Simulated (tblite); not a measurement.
# Al15H15N16: the cost of one run

Computed with tblite 0.8.0 and PySCF 2.14.0 and routines of our own; the level stands in each step. Atoms count from 0.

## 1. The system as given

46 atoms, charge 0, multiplicity 1; geometry from: force field, distance geometry or constructed start.

## 2. Geometry optimisation with GFN2-xTB

What the job is given:

```
{"job": {"kind": "relax", "xc": "GFN2-xTB", "basis": "xTB"}, "charge": 0, "multiplicity": 1}
N      4.952500    -2.701800    -0.001600
Al     3.385600    -1.797400    -0.006900
N      1.835100    -2.702300     0.001000
Al     1.829200    -4.495600    -0.006200
N      3.387800    -5.401200     0.003400
Al     4.944300    -4.500500    -0.002600
N     -2.846500     0.001700    -0.003300
Al    -4.402000     0.902700     0.001500
N     -5.961600    -0.002100    -0.000400
Al    -5.967100    -1.800800     0.001600
N     -4.407500    -2.701200    -0.002100
Al    -2.849100    -1.802000    -0.000000
N      1.826500     2.700700     0.005000
Al     0.273300     3.599400    -0.002700
N     -1.289900     2.705100     0.000200
Al    -1.289600     0.900600     0.006300
N      0.271500     0.001900     0.000900
Al     1.828800     0.896600    -0.001000
N      0.270500     5.401800     0.002500
Al    -1.284900     6.300900     0.002700
N     -2.848900     5.403800     0.001500
Al    -2.847500     3.601500    -0.000200
Al     0.274500    -1.795400     0.006600
N     -1.291900    -2.704300    -0.001500
Al    -1.287200    -4.497400     0.000900
N      0.265000    -5.400900     0.002500
N      3.389500     0.002300    -0.000700
N     -4.406000     2.700600     0.001200
N      4.948200     2.700400    -0.002000
Al     3.389900     3.600400     0.003400
Al     4.951200     0.900600    -0.001100
H      5.846400    -2.178700     0.000200
H      3.387800    -6.439900    -0.001900
H      6.283400    -5.271300     0.003700
H     -6.863700     0.521800    -0.003300
H     -7.297500    -2.567800    -0.002900
H     -4.406200    -3.739900    -0.004100
H      1.172700     5.922500    -0.002600
H     -1.286600     7.836100    -0.000100
H     -3.752100     5.923400     0.001200
H     -2.621500    -5.272300     0.003800
H      0.277000    -6.445600     0.003700
H     -5.301200     3.221000    -0.003600
H      5.850900     3.219500    -0.001800
H      3.385100     5.141700     0.002400
H      6.279400     0.131600    -0.003400
```

On the command line:

```
$ OMP_NUM_THREADS=4 python large_run.py task.json out
```

One launch serves the whole session: the jobs run in the order shown.

**Question.** How long does this first job take on 4 threads of Intel Xeon Platinum 8488C, shared host, and how much memory does it need?

About 7.3 s, with a peak of 0.17 GiB.
